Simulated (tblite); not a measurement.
# H16Si30: the cost of one run

Computed with tblite 0.8.0 and PySCF 2.14.0 and routines of our own; the level stands in each step. Atoms count from 0.

### 1 The system as given

46 atoms, charge 0, multiplicity 1; geometry from: force field, distance geometry or constructed start.

### 2 Geometry optimisation with GFN2-xTB

What the job is given:

```
{"job": {"kind": "relax", "xc": "GFN2-xTB", "basis": "xTB"}, "charge": 0, "multiplicity": 1}
Si     1.940600    -2.237000    -0.226600
Si    -0.003200    -1.115000     0.218100
Si    -1.930500    -2.237500    -0.224000
Si    -1.936400    -4.465900     0.218800
Si    -0.001000    -5.589100    -0.221600
Si     1.932400    -4.470800     0.222400
Si     0.000100     7.824700    -0.228300
Si    -1.932300     8.943300     0.226500
Si    -3.868700     7.820900    -0.225400
Si    -3.874200     5.587100     0.226600
Si    -1.937800     4.469100    -0.227100
Si    -0.002500     5.585900     0.225000
Si    -3.874800    -5.587200    -0.220000
Si    -3.869200    -7.823600     0.222300
Si    -1.937900    -8.935500    -0.224800
Si    -0.001900    -7.822400     0.231300
Si     3.871800     7.824900    -0.224100
Si     1.934600     8.937200     0.224000
Si     1.935100     4.472100    -0.222500
Si     3.874200     5.588800     0.227700
Si     3.869100     1.121400    -0.223500
Si     1.934800     2.236700     0.224800
Si     0.003400     1.122200    -0.218400
Si     3.867200    -1.121900     0.223500
Si    -1.935200     2.237800     0.225900
Si     3.865300    -5.588800    -0.222500
Si     1.936400    -8.938300    -0.225700
Si     3.870800    -7.822400     0.226200
Si    -3.870800     1.118000    -0.227000
Si    -3.870300    -1.117200     0.228400
H     -1.932100    10.352900    -0.060300
H     -5.095800     8.530200     0.059400
H     -5.094900     4.882100    -0.061100
H     -5.091800    -4.883300     0.062900
H     -5.092700    -8.527100    -0.062500
H     -1.935200   -10.350100     0.056300
H      5.093100     8.529000     0.055100
H      1.936600    10.354800    -0.061800
H      5.095000     4.878100    -0.059300
H      5.089100     1.826800     0.060400
H      5.093800    -1.825700    -0.055400
H      5.099800    -4.887600     0.062900
H      1.940600   -10.351300     0.055600
H      5.096500    -8.529400    -0.061000
H     -5.097600     1.825100     0.061600
H     -5.095800    -1.821800    -0.062600
```

Run with:

```
$ OMP_NUM_THREADS=4 python large_run.py task.json out
```

This one command runs all jobs of the session in turn.

Q: Estimate the wall time and peak memory of this first job on 4 threads of Intel Xeon Platinum 8175M at 2.50GHz, shared host.

About 8.3 min, with a peak of 0.17 GiB.
